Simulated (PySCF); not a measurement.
# [WO2F2]−: shape, vibrations and bonding

Task: relax [WO2F2]−, compute its harmonic modes and analyse its electrons. The structure is generated, not taken from experiment.

Program: PySCF 2.14.0. Level of theory: PBE0, W def2-SVP with ECP60, O def2-SVP, F def2-SVP; scalar-relativistic core potentials, no spin–orbit coupling. These are calculated values, not measurements.

3 further runs of the same task are left out: 2 for a known fault of the program, 1 that didn't finish. Runs told in other sessions of the task aren't counted.

### Step 1. The starting structure

5 atoms, charge -1, spin multiplicity 2.

Bond lengths: W1–O2 1.510 Å, W1–O3 1.510 Å, W1–F4 1.737 Å, W1–F5 1.737 Å. Angles: O2–W1–O3 109.5°, O2–W1–F4 109.5°, O2–W1–F5 109.5°, O3–W1–F4 109.5°, O3–W1–F5 109.5°, F4–W1–F5 109.5°.

Geometry (Å):

```xyz
5

W     0.0000    0.0000    0.0000
O     0.8716    0.8716    0.8716
O    -0.8716   -0.8716    0.8716
F     1.0030   -1.0030   -1.0030
F    -1.0030    1.0030   -1.0030
```

Formal oxidation states: W +5.

### Step 2. SCF at the start, doublet

The input, run.py (the lines that set the calculation):

```python
mol = gto.M(atom='''
W      0.00000     0.00000     0.00000
O      0.87160     0.87160     0.87160
O     -0.87160    -0.87160     0.87160
F      1.00300    -1.00300    -1.00300
F     -1.00300     1.00300    -1.00300''',
    basis={'W': 'def2-SVP', 'O': 'def2-SVP', 'F': 'def2-SVP'},
    ecp={'W': 'def2-SVP'},
    charge=-1, spin=1)
mf = dft.UKS(mol, xc='PBE0')
mf.grids.atom_grid = (50, 194)
mf = mf.density_fit()  # fitting sets: W def2-universal-JKFIT, O def2-universal-JKFIT, F def2-universal-JKFIT
mf.conv_tol = 1e-08; mf.max_cycle = 55
mf.kernel(dm0)  # dm0: free metal ions and neutral atoms
```

Started as:

```sh
$ OMP_NUM_THREADS=2 python run.py
```

Log:

```text
init E= -437.571251977801
  HOMO = 0.216677618769  LUMO = 0.219056434802  gap/eV = 0.06473
cycle= 1 E= -413.58884648775  delta_E=   24  |g|= 2.97  |ddm|= 6.09
  HOMO = 0.00756964070079  LUMO = 0.0333287154064  gap/eV = 0.70094
cycle= 2 E= -412.947433663341  delta_E= 0.641  |g|= 3.16  |ddm|= 5.35
  HOMO = 0.0789612770326  LUMO = 0.11925326597  gap/eV = 1.09640
cycle= 3 E= -416.490724350581  delta_E= -3.54  |g|= 0.532  |ddm|= 2.36
  HOMO = 0.110902434259  LUMO = 0.153583171235  gap/eV = 1.16140
cycle= 4 E= -416.434265537155  delta_E= 0.0565  |g|= 0.685  |ddm|= 1.61
  HOMO = 0.104408497251  LUMO = 0.158183899281  gap/eV = 1.46330
cycle= 5 E= -416.607838149198  delta_E= -0.174  |g|= 0.0385  |ddm|= 0.688
  HOMO = 0.100048642394  LUMO = 0.156602254444  gap/eV = 1.53890
cycle= 6 E= -416.60866579912  delta_E= -0.000828  |g|= 0.0177  |ddm|= 0.195
  HOMO = 0.100734703662  LUMO = 0.158883247215  gap/eV = 1.58230
cycle= 7 E= -416.608927019426  delta_E= -0.000261  |g|= 0.00391  |ddm|= 0.0694
  HOMO = 0.10058204934  LUMO = 0.159519601573  gap/eV = 1.60377
cycle= 8 E= -416.60912138385  delta_E= -0.000194  |g|= 0.00482  |ddm|= 0.132
  HOMO = 0.100775929485  LUMO = 0.160605366233  gap/eV = 1.62804
cycle= 9 E= -416.609261583512  delta_E= -0.00014  |g|= 0.00302  |ddm|= 0.149
  HOMO = 0.101527598472  LUMO = 0.161278924265  gap/eV = 1.62592
cycle= 10 E= -416.609293839575  delta_E= -3.23e-05  |g|= 0.00127  |ddm|= 0.0683
  HOMO = 0.101829510118  LUMO = 0.161588934483  gap/eV = 1.62614
cycle= 11 E= -416.609300671855  delta_E= -6.83e-06  |g|= 0.000203  |ddm|= 0.0453
  HOMO = 0.101912309704  LUMO = 0.161618340517  gap/eV = 1.62468
cycle= 12 E= -416.609300770604  delta_E= -9.87e-08  |g|= 7.18e-05  |ddm|= 0.00412
  HOMO = 0.101892743219  LUMO = 0.161613436061  gap/eV = 1.62508
cycle= 13 E= -416.609300776966  delta_E= -6.36e-09  |g|= 1.7e-05  |ddm|= 0.00104
  HOMO = 0.101897181687  LUMO = 0.161616162797  gap/eV = 1.62504
Extra cycle  E= -416.609300777197  delta_E= -2.3e-10  |g|= 1.51e-05  |ddm|= 8.3e-05
converged SCF energy = -416.609300777197  <S^2> = 0.7508007  2S+1 = 2.0008005
```

It took 13 s on 2 threads of Arm Neoverse V1, shared host; peak memory 0.63 GiB.

Further starts and a stability analysis followed, whose logs aren't kept: the log above is the first start alone (where DIIS fails, smearing and a level shift add cycles). The lowest solution stands, and the values below are its own:

| start | energy (Eh) | cycles |
| --- | --- | --- |
| ions | -416.609301 | 13 |
| smeared | -416.609301 | 8 |

Result: E = -416.609301 Eh, HOMO 2.77 eV, LUMO 4.40 eV (over both spins), ⟨S²⟩ = 0.751, Mulliken charge on W1 +0.24 e. The highest filled level lies above zero; it isn't the detachment energy.

### Step 3. Relaxation, doublet

Steps are kept in the start's point group, C2v.

The input, run.py (the lines that set the calculation):

```python
mol = gto.M(atom='''
W      0.00000     0.00000     0.04028
O      0.87160     0.87160     0.91188
O     -0.87160    -0.87160     0.91188
F      1.00300    -1.00300    -0.96272
F     -1.00300     1.00300    -0.96272''',
    basis={'W': 'def2-SVP', 'O': 'def2-SVP', 'F': 'def2-SVP'},
    ecp={'W': 'def2-SVP'},
    charge=-1, spin=1)
mf = dft.UKS(mol, xc='PBE0')
mf.grids.atom_grid = (50, 194)
mf = mf.density_fit()  # fitting sets: W def2-universal-JKFIT, O def2-universal-JKFIT, F def2-universal-JKFIT
mf.conv_tol = 1e-08; mf.max_cycle = 55
mf.kernel(dm0)  # dm0: an SCF of this state at this start
# quasi-Newton relaxation in Cartesian coordinates to a largest gradient under 0.00045 Eh/bohr, steps kept in the point group
```

Started as:

```sh
$ OMP_NUM_THREADS=2 python run.py
```

The driver keeps no SCF log for this step, only its results.

It took 39 s on 2 threads of Arm Neoverse V1, shared host.

Relaxation path:

| step | energy from step 1 (eV) | largest force component (eV/Å) |
| --- | --- | --- |
| 1 | 0.0000 | 16.5560 |
| 2 | -4.9967 | 7.6695 |
| 3 | -5.9030 | 3.1603 |
| 4 | -6.0956 | 1.2402 |
| 5 | -6.2083 | 3.0806 |
| 6 | -6.3262 | 1.8125 |
| 7 | -6.5581 | 0.4178 |
| 8 | -6.6017 | 0.4426 |
| 9 | -6.6084 | 0.0934 |
| 10 | -6.6091 | 0.0215 |
| 11 | -6.6093 | 0.0104 |
| 12 | -6.6093 | 0.0039 |

Distances of close pairs at the start and the end, largest changes first:

| bond | before (Å) | after (Å) | change (Å) |
| --- | --- | --- | --- |
| W1–O2 | 1.510 | 1.734 | +0.224 |
| W1–O3 | 1.510 | 1.734 | +0.224 |
| W1–F4 | 1.737 | 1.945 | +0.208 |
| W1–F5 | 1.737 | 1.945 | +0.208 |

It ends in C2v at E = -416.852187 Eh.

```xyz
5
F2O2W
W     0.0000    0.0000    0.1969
O     1.0201    1.0201    1.1592
O    -1.0201   -1.0201    1.1592
F     0.8876   -0.8876   -1.2884
F    -0.8876    0.8876   -1.2884
```

### Step 4. The relaxed geometry turned into its symmetry frame

The input, run.py (the lines that set the calculation):

```python
mol = gto.M(atom='''
W      0.00000     0.00000     0.10103
O      1.02011     1.02011     1.06333
O     -1.02011    -1.02011     1.06333
F      0.88763    -0.88763    -1.38433
F     -0.88763     0.88763    -1.38433''',
    basis={'W': 'def2-SVP', 'O': 'def2-SVP', 'F': 'def2-SVP'},
    ecp={'W': 'def2-SVP'},
    charge=-1, spin=1)
mf = dft.UKS(mol, xc='PBE0')
mf.grids.atom_grid = (50, 194)
mf = mf.density_fit()  # fitting sets: W def2-universal-JKFIT, O def2-universal-JKFIT, F def2-universal-JKFIT
mf.conv_tol = 1e-08; mf.max_cycle = 55
mf.kernel(dm0)  # dm0: free metal ions and neutral atoms
```

Started as:

```sh
$ OMP_NUM_THREADS=2 python run.py
```

Log:

```text
init E= -437.019438147483
  HOMO = 0.189525604944  LUMO = 0.192472592465  gap/eV = 0.08019
cycle= 1 E= -407.605124154002  delta_E= 29.4  |g|= 4.79  |ddm|= 5.16
  HOMO = 0.0806744598504  LUMO = 0.0850264178286  gap/eV = 0.11842
cycle= 2 E= -392.681004871918  delta_E= 14.9  |g|= 6.35  |ddm|= 7.85
  HOMO = -0.0554889727243  LUMO = -0.0368271273935  gap/eV = 0.50781
cycle= 3 E= -413.964283522486  delta_E= -21.3  |g|= 2.64  |ddm|= 6.69
  HOMO = 0.0983429429979  LUMO = 0.100690463444  gap/eV = 0.06388
cycle= 4 E= -410.169075038861  delta_E=  3.8  |g|= 3.76  |ddm|= 3.95
  HOMO = 0.0883120004669  LUMO = 0.1484050084  gap/eV = 1.63521
cycle= 5 E= -416.690391288077  delta_E= -6.52  |g|= 0.536  |ddm|= 3.23
  HOMO = -0.0602401371061  LUMO = 0.0353565009131  gap/eV = 2.60132
cycle= 6 E= -416.816203582412  delta_E= -0.126  |g|= 0.279  |ddm|= 1.28
  HOMO = -0.0115733657042  LUMO = 0.113502041763  gap/eV = 3.40348
cycle= 7 E= -416.850505156976  delta_E= -0.0343  |g|= 0.0554  |ddm|= 0.253
  HOMO = -0.0114908634179  LUMO = 0.121462895219  gap/eV = 3.61786
cycle= 8 E= -416.852059897765  delta_E= -0.00155  |g|= 0.0144  |ddm|= 0.0752
  HOMO = -0.0112334913049  LUMO = 0.123007690105  gap/eV = 3.65289
cycle= 9 E= -416.852179242583  delta_E= -0.000119  |g|= 0.00243  |ddm|= 0.0251
  HOMO = -0.0110940947055  LUMO = 0.123234949171  gap/eV = 3.65528
cycle= 10 E= -416.852184608793  delta_E= -5.37e-06  |g|= 0.000896  |ddm|= 0.00418
  HOMO = -0.011055440846  LUMO = 0.12344854031  gap/eV = 3.66004
cycle= 11 E= -416.852186388789  delta_E= -1.78e-06  |g|= 0.000437  |ddm|= 0.00323
  HOMO = -0.0110920677097  LUMO = 0.123484978802  gap/eV = 3.66203
cycle= 12 E= -416.852186746652  delta_E= -3.58e-07  |g|= 0.000173  |ddm|= 0.00139
  HOMO = -0.0111099385955  LUMO = 0.123470662151  gap/eV = 3.66212
cycle= 13 E= -416.852186785852  delta_E= -3.92e-08  |g|= 4.45e-05  |ddm|= 0.000503
  HOMO = -0.0111093372157  LUMO = 0.123475473757  gap/eV = 3.66224
cycle= 14 E= -416.852186787579  delta_E= -1.73e-09  |g|= 8.55e-06  |ddm|= 9.91e-05
  HOMO = -0.0111106057212  LUMO = 0.123472825685  gap/eV = 3.66220
Extra cycle  E= -416.852186787596  delta_E= -1.77e-11  |g|= 1.55e-05  |ddm|= 3.09e-05
converged SCF energy = -416.852186787596  <S^2> = 0.75567066  2S+1 = 2.0056626
```

Wall time 2.1 s (2 threads of Arm Neoverse V1, shared host).

Read off: E = -416.852187 Eh, HOMO -0.30 eV, LUMO 3.36 eV (over both spins), ⟨S²⟩ = 0.756, Mulliken charge on W1 +0.87 e. 

### Step 5. Harmonic vibrations

run.py (the lines that set the calculation): that of step 4 with these lines changed.

```diff
@@ -12,3 +12,4 @@
 mf = mf.density_fit()  # fitting sets: W def2-universal-JKFIT, O def2-universal-JKFIT, F def2-universal-JKFIT
-mf.conv_tol = 1e-08; mf.max_cycle = 55
-mf.kernel(dm0)  # dm0: free metal ions and neutral atoms
+mf.conv_tol = 1e-10; mf.max_cycle = 55
+mf.kernel(dm0)  # dm0: the density of the relaxed state
+# Hessian and dipole derivatives by central differences of gradients, 0.02 bohr
```

Started as:

```sh
$ OMP_NUM_THREADS=2 python run.py
```

No log is kept here; the results follow.

It took 41 s on 2 threads of Arm Neoverse V1, shared host.

Point group C2v; negative numbers are unstable modes, and those under 60 cm⁻¹ are near the numerical noise:

| cm⁻¹ | km/mol | symmetry |
| --- | --- | --- |
| 59 | 0.0 | a2 |
| 177 | 7.2 | b1 |
| 220 | 10.6 | b2 |
| 278 | 1.9 | a1 |
| 310 | 9.5 | a1 |
| 573 | 80.1 | b1 |
| 626 | 127.7 | a1 |
| 947 | 292.7 | b2 |
| 993 | 76.7 | a1 |

### Step 6. Properties on a finer grid

The input, run.py (the lines that set the calculation):

```python
mol = gto.M(atom='''
W      0.00000     0.00000     0.19694
O      1.02011     1.02011     1.15925
O     -1.02011    -1.02011     1.15925
F      0.88763    -0.88763    -1.28842
F     -0.88763     0.88763    -1.28842''',
    basis={'W': 'def2-SVP', 'O': 'def2-SVP', 'F': 'def2-SVP'},
    ecp={'W': 'def2-SVP'},
    charge=-1, spin=1)
mf = dft.UKS(mol, xc='PBE0')
mf.grids.atom_grid = (75, 302)
mf = mf.density_fit()  # fitting sets: W def2-universal-JKFIT, O def2-universal-JKFIT, F def2-universal-JKFIT
mf.conv_tol = 1e-09; mf.max_cycle = 55
mf.kernel(dm0)  # dm0: the density of the relaxed state
```

Started as:

```sh
$ OMP_NUM_THREADS=2 python run.py
```

Log:

```text
init E= -416.852101083524
  HOMO = -0.0111058135761  LUMO = 0.123487856078  gap/eV = 3.66248
cycle= 1 E= -416.852101182921  delta_E= -9.94e-08  |g|= 0.000289  |ddm|= 0.00054
  HOMO = -0.0111498967647  LUMO = 0.123451052068  gap/eV = 3.66268
cycle= 2 E= -416.852100986034  delta_E= 1.97e-07  |g|= 0.000761  |ddm|= 0.000705
  HOMO = -0.0111165020332  LUMO = 0.12348063096  gap/eV = 3.66257
cycle= 3 E= -416.85210121381  delta_E= -2.28e-07  |g|= 5.07e-05  |ddm|= 0.000536
  HOMO = -0.0111193378494  LUMO = 0.123478183854  gap/eV = 3.66259
cycle= 4 E= -416.852101214621  delta_E= -8.11e-10  |g|= 2.08e-05  |ddm|= 4.87e-05
  HOMO = -0.0111175215945  LUMO = 0.123480100546  gap/eV = 3.66259
Extra cycle  E= -416.852101214246  delta_E= 3.75e-10  |g|= 3.87e-05  |ddm|= 4.08e-05
converged SCF energy = -416.852101214246  <S^2> = 0.75566603  2S+1 = 2.005658
```

Run time: 15 s. Hardware: 2 threads of Arm Neoverse V1, shared host.

Result: E = -416.852101 Eh, HOMO -0.30 eV, LUMO 3.36 eV (over both spins), ⟨S²⟩ = 0.756, Mulliken charge on W1 +0.87 e, largest force component 0.069 eV/Å. 

Löwdin charges:

| atom | value (e) |
| --- | --- |
| W1 | 0.10 |
| O2 | -0.28 |
| O3 | -0.28 |
| F4 | -0.27 |
| F5 | -0.27 |

Mulliken charges: W1 +0.87, O2 -0.49, O3 -0.49, F4 -0.44, F5 -0.44 e. Spin: W1 +1.00, O2 -0.03, O3 -0.03, F4 +0.04, F5 +0.04.

Contacts (the nearest donor of each ligand) and Mayer bond orders:

| contact | distance (Å) | bond order |
| --- | --- | --- |
| W1–O2 (O) | 1.734 | 2.06 |
| W1–O3 (O) | 1.734 | 2.06 |
| W1–F4 (F) | 1.945 | 0.88 |
| W1–F5 (F) | 1.945 | 0.88 |

Mulliken populations of W1 outside the core potential: s 2.55, p 6.43, d 3.96, f 0.20.

Orbitals, density, ELF and potential are computed afterwards from the orbital file.

Frontier orbitals at PBE0 (alpha spin), with the share of their density that lies nearest to each atom:

| orbital | energy (eV) | lies on |
| --- | --- | --- |
| HOMO | -0.30 | W1 59 %; F4, F5 about 12 % each; O2, O3 about 9 % each |
| LUMO | 4.18 | W1 57 %; O2, O3 about 17 % each |

ELF in a plane through or near 3 of the atoms.

Values, 10 rows by 14 columns:
```
0.00 0.00 0.00 0.00 0.00 0.00 0.00 0.00 0.00 0.00 0.00 0.00 0.00 0.00
0.00 0.00 0.00 0.00 0.00 0.00 0.00 0.02 0.11 0.13 0.05 0.00 0.00 0.00
0.00 0.00 0.00 0.00 0.01 0.02 0.14 0.43 0.74 0.82 0.66 0.29 0.02 0.00
0.00 0.00 0.00 0.00 0.01 0.02 0.14 0.48 0.82 0.43 0.86 0.53 0.08 0.00
0.00 0.00 0.00 0.01 0.04 0.08 0.52 0.69 0.47 0.59 0.59 0.25 0.02 0.00
0.00 0.00 0.00 0.02 0.07 0.14 0.77 0.36 0.77 0.24 0.16 0.04 0.00 0.00
0.00 0.00 0.00 0.00 0.02 0.03 0.09 0.22 0.72 0.58 0.82 0.48 0.07 0.00
0.00 0.00 0.00 0.00 0.01 0.02 0.19 0.53 0.84 0.89 0.82 0.43 0.05 0.00
0.00 0.00 0.00 0.00 0.00 0.00 0.04 0.19 0.44 0.47 0.32 0.08 0.00 0.00
0.00 0.00 0.00 0.00 0.00 0.00 0.00 0.00 0.00 0.00 0.00 0.00 0.00 0.00
```
The map spans 7.8 Å across and 8.1 Å up, centred on the molecule. Atoms in the plane (x, y in Å): W1 (0.2, 0.0), O2 (1.2, 1.4), O3 (1.2, -1.4).

On the surface of density 0.002 e/bohr³ the electrostatic potential runs, from the 1st to the 99th percentile, from -5.55 V near O3 to -3.33 V near F4.

The spin density lies nearest to W1 63 %; F4, F5 about 9 % each; O2, O3 about 9 % each.

### Step 7. Outcome

| quantity | value |
| --- | --- |
| state and point group | doublet, C2v |
| modes | 59 to 993 cm⁻¹, none unstable |
| strongest infrared band (modes within 1.5 cm⁻¹ summed) | 947 cm⁻¹ (293 km/mol) |
| zero-point energy | 0.259 eV |
| ideal gas, 298 K, 1 bar | S = 343.1, Cp = 83.1 J/(mol K) |
| metal–ligand contacts | 1.73 to 1.94 Å |
| frontier levels | HOMO -0.30 eV, LUMO 3.36 eV (over both spins) |
| dipole about the centre of mass | 0.32 D |
| mean polarisability | 6.2 Å³ |

What this shows: All modes are real within the noise of the softest ones, so the structure is a minimum. The metal carries +0.10 e by Löwdin's partition against a formal +5, and bond orders to the nearest donors reach 2.06. Both measures hang on the basis. One start shape was tried, so another isomer may lie lower. These are double-zeta-type bases without diffuse functions. Spin–orbit coupling is left out for this open shell, where it can reorder the states. Open shells may have lower solutions than the one found.
